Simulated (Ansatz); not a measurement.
# C2H2Te (SMILES C#C[TeH]): one structure at several levels

An exercise on one series of results from a longer session: the logs are not shown, and one member is left open.

The runs use Ansatz 0.2.0, Gaussian basis; single points in def2-TZVPP.

Cores are frozen in the correlated methods. Filled d shells of the heavier atoms are correlated. Core potentials replace the inner electrons past krypton, and spin-orbit coupling is left out.

## Where the work starts

SMILES `C#C[TeH]`, 5 atoms, charge 0, spin multiplicity 1.

Atoms are counted from 1 here; the program's logs count them from 0.

Bond lengths: C1–C2 1.169 Å, C1–H4 1.142 Å, C2–Te3 1.987 Å, Te3–H5 1.751 Å. Angles: C2–C1–H4 169.9°, C1–C2–Te3 172.9°, C2–Te3–H5 89.0°.

As a file:

```xyz
5
charge 0, multiplicity 1
C    -0.71970   -1.00620    0.42800
C     0.09120   -0.24340    0.07100
Te    1.61820    0.94860   -0.37130
H    -1.50420   -1.82130    0.58760
H     0.47550    2.21760   -0.75860
```

Set-up of the first run:

The input, run/in.yaml:

```yaml
crystal:
  periodic: [false, false, false]
  atoms:
    - {symbol: C, position_ang: [-0.719700, -1.006200, 0.428000]}
    - {symbol: C, position_ang: [0.091200, -0.243400, 0.071000]}
    - {symbol: Te, position_ang: [1.618200, 0.948600, -0.371300]}
    - {symbol: H, position_ang: [-1.504200, -1.821300, 0.587600]}
    - {symbol: H, position_ang: [0.475500, 2.217600, -0.758600]}
basis:
  gaussian: {orbitals: def2-TZVPP}
correlation: {method: ccsd_t}
output: {forces: true}
```

No record of the launch command was kept for these runs.

Steps of the session up to this table: CCSD(T)/def2-TZVPP; PBE0-D4/def2-TZVPP; wB97M-V/def2-TZVPP; r2SCAN-D4/def2-TZVPP; PBE-D4/def2-TZVPP; revPBE-D4/def2-TZVPP; LC-wPBE/def2-TZVPP.

One of the session's tables, all rows but one given; the rest of the session is left out.

```
   method  RMS force component (eV/Å)  angle to CCSD(T) forces (°)  dipole (D)
  CCSD(T)                       2.523                    reference        0.16
  PBE0-D4                       2.161                          3.9        0.21
  wB97M-V                       2.060                          7.2        0.20
r2SCAN-D4                       2.271                          2.5        0.24
   PBE-D4                       2.421                          3.3        0.30
revPBE-D4                       2.494                          4.0        0.29
  LC-wPBE                           ?                            ?           ?
```

Q: Estimate the row for LC-wPBE from the others.

**Answer.** RMS force component (eV/Å): 1.924; angle to CCSD(T) forces (°): 9.9; dipole (D): 0.14. In the column «RMS force component (eV/Å)» it is the lowest.
